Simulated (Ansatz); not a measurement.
**Mg2Rh: one contact scaled**

One table from this session's results is given with a row withheld; the runs are named, their logs left out.

Computed with Ansatz 0.2.0 (DFT r²SCAN, with the methods named in each step, unless a step's input says otherwise).

5 further runs of the same task are left out: 5 that didn't finish.

## The system as given

It takes space group I4/mmm (No. 139, tetragonal). Conventional cell: a = 3.172 Å, b = 3.172 Å, c = 10.109 Å, α = 90.00°, β = 90.00°, γ = 90.00°. Around Mg (site symmetry 4mm) lie 4 Rh at 2.67 Å and 1 Mg at 2.89 Å. Rh (site symmetry 4/mmm) has 8 Mg at 2.67 Å as nearest neighbours.

Structure file:

```
Mg Rh
1.0
    -1.58595    1.58595    5.05429
     1.58595   -1.58595    5.05429
     1.58595    1.58595   -5.05429
Mg Rh
2 1
Direct
  0.64282 0.64282 0.00000
  0.35718 0.35718 0.00000
  0.00000 0.00000 0.00000
```

Atoms are numbered in the order of the input: Mg1, Mg2, Rh3.

The first run:

The input, input.yaml:

```yaml
crystal:
  lattice:
    - [-1.5859504672, 1.5859504672, 5.0542939461]
    - [1.5859504672, -1.5859504672, 5.0542939461]
    - [1.5859504672, 1.5859504672, -5.0542939461]
  atoms:
    - { symbol: Mg, position: [0.6428177, 0.6428177, 0.0] }
    - { symbol: Mg, position: [0.3571823, 0.3571823, 0.0] }
    - { symbol: Rh, position: [0.0, 0.0, 0.0] }
kpoints:
  mp_grid: { grid: [13, 13, 13] }
scf:
  occupations: { method: fermi_dirac, width: 0.05 }
hamiltonian:
  xc: r2scan
  pseudopotentials: { kind: paw }
output:
  forces: true
  stress: true
  eigenvalues: true
  efg: { contact_densities: true }
  populations: true
```

Started as:

```console
$ ansatz run input.yaml --threads 1 --pin off --max-ram 3072MiB --backend cpu --events-out ev --progress --plain --runs-dir out
```

Among the steps run: Shortest bond scaled by 1, PAW; Shortest bond scaled by 0.94, PAW; Shortest bond scaled by 0.76, PAW; Shortest bond scaled by 0.7, PAW; Shortest bond scaled by 0.64, PAW; Shortest bond scaled by 0.64, PAW (source ansatz).

One table of the session follows, with a row left open; its other results are not shown here.

```
             method  length (Å)  F from the given length (eV/cell)  force along the bond (eV/Å)  pressure (GPa)  largest force (eV/Å)
                PAW       1.707                              5.763                       21.372           37.45                21.470
                PAW       1.867                              3.130                       12.353           22.99                12.457
                PAW       2.027                              1.611                        7.082           13.57                 7.186
                PAW       2.507                                  ?                            ?               ?                     ?
                PAW       2.667                              0.000                       -0.001            0.01                 0.003
PAW (source ansatz)       1.707                                  –                       21.858           38.30                21.956
```

Estimate the missing values for PAW, 2.507.

The run gave: F from the given length (eV/cell): 0.062; force along the bond (eV/Å): 0.823; pressure (GPa): 1.15; largest force (eV/Å): 0.873.

Caveats from the session: Warnings in the runs' records: gradients without spin orbit.
